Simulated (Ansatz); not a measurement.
**CH6SSi2: one species, many methods**

An exercise on one series of results from a longer session: the logs are not shown, and one member is left open.

Method: functionals in def2-TZVPP, the program's frozen cores in correlated methods; program: Ansatz 0.2.0, Gaussian basis.

Levels to be run: LDA (SPW92), PBE-D4, revPBE-D4, BLYP-D4, r2SCAN-D4, B97M-V, PBE0-D4, B3LYP-D4, r2SCANh-D4, r2SCAN0-D4, HSE06-D4, BHLYP-D4, CAM-B3LYP-D4, LC-ωPBE, ωB97X-V, ωB97M-V, B2PLYP, PBE-QIDH; CCSD(T)/def2-SVP; CCSD(T)/def2-TZVPP; MP2/def2-QZVPP; extrapolation to the limit; RPA on PBE.

## The geometry

All runs share one geometry, relaxed beforehand with PBE0-D4 in a triple-zeta def2 set.

10 atoms, charge 0, spin multiplicity 1.

Atoms are counted from 1 here; the program's logs count them from 0.

Bond lengths: C1–Si2 1.862 Å, C1–H5 1.091 Å, C1–H6 1.093 Å, C1–H7 1.093 Å, Si2–Si3 2.246 Å, Si2–S4 2.154 Å, Si2–H8 1.484 Å, Si3–S4 2.156 Å, Si3–H9 1.483 Å, Si3–H10 1.484 Å. Angles: Si2–C1–H5 110.6°, Si2–C1–H6 110.3°, Si2–C1–H7 110.2°, H5–C1–H6 108.8°, H5–C1–H7 108.6°, H6–C1–H7 108.3°, C1–Si2–Si3 124.2°, C1–Si2–S4 116.5°, C1–Si2–H8 112.2°, Si3–Si2–S4 58.6°, Si3–Si2–H8 119.9°, S4–Si2–H8 113.5°, Si2–Si3–S4 58.6°, Si2–Si3–H9 123.5°, Si2–Si3–H10 122.2°, S4–Si3–H9 114.9°, S4–Si3–H10 114.6°, H9–Si3–H10 111.1° and more.

The first run:

in.yaml reads:

```yaml
crystal:
  periodic: [false, false, false]
  atoms:
    - {symbol: C, position_ang: [-1.338860, 0.779629, -0.768621]}
    - {symbol: Si, position_ang: [-0.420209, -0.492294, 0.234959]}
    - {symbol: Si, position_ang: [1.740058, -0.316268, 0.822381]}
    - {symbol: S, position_ang: [1.114576, -1.600883, -0.791687]}
    - {symbol: H, position_ang: [-0.640980, 1.400579, -1.331969]}
    - {symbol: H, position_ang: [-1.933204, 1.421996, -0.113825]}
    - {symbol: H, position_ang: [-2.015148, 0.289108, -1.473055]}
    - {symbol: H, position_ang: [-1.336294, -1.346391, 1.031642]}
    - {symbol: H, position_ang: [2.330942, -1.018677, 1.986904]}
    - {symbol: H, position_ang: [2.582218, 0.832000, 0.406272]}
basis:
  gaussian: {orbitals: def2-TZVPP}
hamiltonian: {xc: lda}
output: {orbitals: {seedname: orbitals}}
```

The run is started by

```sh
ansatz run in.yaml --threads 2 --pin off --events-out ev --progress --plain --max-ram 4352MiB
```

Steps of the session up to this table: LDA; PBE-D4 (GGA); revPBE-D4 (GGA); BLYP-D4 (GGA); r2SCAN-D4 (meta-GGA); B97M-V (meta-GGA); PBE0-D4 (hybrid); B3LYP-D4 (hybrid); r2SCANh-D4 (hybrid); r2SCAN0-D4 (hybrid); HSE06-D4 (hybrid); BHLYP-D4 (hybrid); CAM-B3LYP-D4 (range-separated); LC-ωPBE (range-separated); ωB97X-V (range-separated); ωB97M-V (range-separated); B2PLYP (double hybrid); PBE-QIDH (double hybrid).

One table of the session follows, with a row left open; its other results are not shown here.

It belongs to the step «Orbital energies across the functionals». 

| functional | HOMO (eV) | gap (eV) |
| --- | --- | --- |
| LDA (SPW92) | -6.13 | 4.91 |
| PBE-D4 | -6.03 | 5.02 |
| revPBE-D4 | -5.98 | 5.06 |
| BLYP-D4 | -5.86 | 4.99 |
| r2SCAN-D4 | -6.24 | 5.54 |
| B97M-V | -6.28 | 5.46 |
| PBE0-D4 | -7.04 | 6.86 |
| B3LYP-D4 | -6.83 | 6.46 |
| r2SCANh-D4 | -6.61 | 6.19 |
| r2SCAN0-D4 | -7.17 | 7.17 |
| HSE06-D4 | -6.65 | 6.10 |
| BHLYP-D4 | ? | ? |
| CAM-B3LYP-D4 | -8.23 | 9.07 |
| LC-ωPBE | -9.50 | 11.45 |
| ωB97X-V | -9.19 | 11.04 |
| ωB97M-V | -8.99 | 10.55 |

Estimate the missing values for BHLYP-D4.

Worked estimate for «HOMO (eV)». Against the share of exact exchange, BLYP-D4 (0, -5.86), B3LYP-D4 (0.2, -6.83) give a slope of -4.85 per unit share; at 0.5 the line stands at -8.28.

As computed: HOMO (eV): -7.91; gap (eV): 8.64. In «HOMO (eV)» the line misses by -0.37.
